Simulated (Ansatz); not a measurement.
# H4O3Si: the cost of one run

Program: Ansatz 0.2.0. Level of theory: RKS PBE0-D4/STO-3G. These are calculated values, not measurements.

**1. The structure to begin with**

Bond lengths: Si1–H2 1.460 Å, Si1–O3 1.680 Å, O3–H4 1.010 Å, Si1–O5 1.679 Å, O5–H6 1.010 Å, Si1–O7 1.679 Å, O7–H8 1.010 Å. Angles: H2–Si1–O3 109.4°, H2–Si1–O5 109.5°, H2–Si1–O7 109.5°, O3–Si1–O5 109.5°, O3–Si1–O7 109.5°, O5–Si1–O7 109.5°, Si1–O3–H4 109.5°, Si1–O5–H6 109.5°, Si1–O7–H8 109.5°.

Coordinates:

```xyz
8

Si    0.0000    0.0000    0.0000
H     0.0000    0.0000    1.4600
O     1.5842    0.0000   -0.5594
H     1.9006   -0.9521   -0.6761
O    -0.7913    1.3709   -0.5594
H    -1.7491    1.1401   -0.7818
O    -0.7913   -1.3709   -0.5594
H    -1.2459   -1.8365    0.2129
```

**2. Preparing the start**

Input file input.yaml:

```yaml
crystal:
  periodic: [false, false, false]
  atoms:
    - { symbol: Si, position_ang: [0.0, 0.0, 0.0] }
    - { symbol: H, position_ang: [0.0, 0.0, 1.46] }
    - { symbol: O, position_ang: [1.5842, 0.0, -0.5594] }
    - { symbol: H, position_ang: [1.9006, -0.9521, -0.6761] }
    - { symbol: O, position_ang: [-0.7913, 1.3709, -0.5594] }
    - { symbol: H, position_ang: [-1.7491, 1.1401, -0.7818] }
    - { symbol: O, position_ang: [-0.7913, -1.3709, -0.5594] }
    - { symbol: H, position_ang: [-1.2459, -1.8365, 0.2129] }
basis:
  gaussian: { orbitals: STO-3G }
hamiltonian:
  xc: pbe0
  dispersion: d4
relax:
  f_tol: 0.02
  max_steps: 40
```

The run is started by

```sh
$ ansatz run input.yaml --threads 1 --pin off --max-ram 2048MiB --backend cpu --events-out ev --progress --plain --runs-dir out
```

Q: Estimate wall time and peak memory on 1 thread of Intel Xeon 6975P-C (Granite Rapids), shared host.

About 22 s, with a peak of 0.12 GiB.
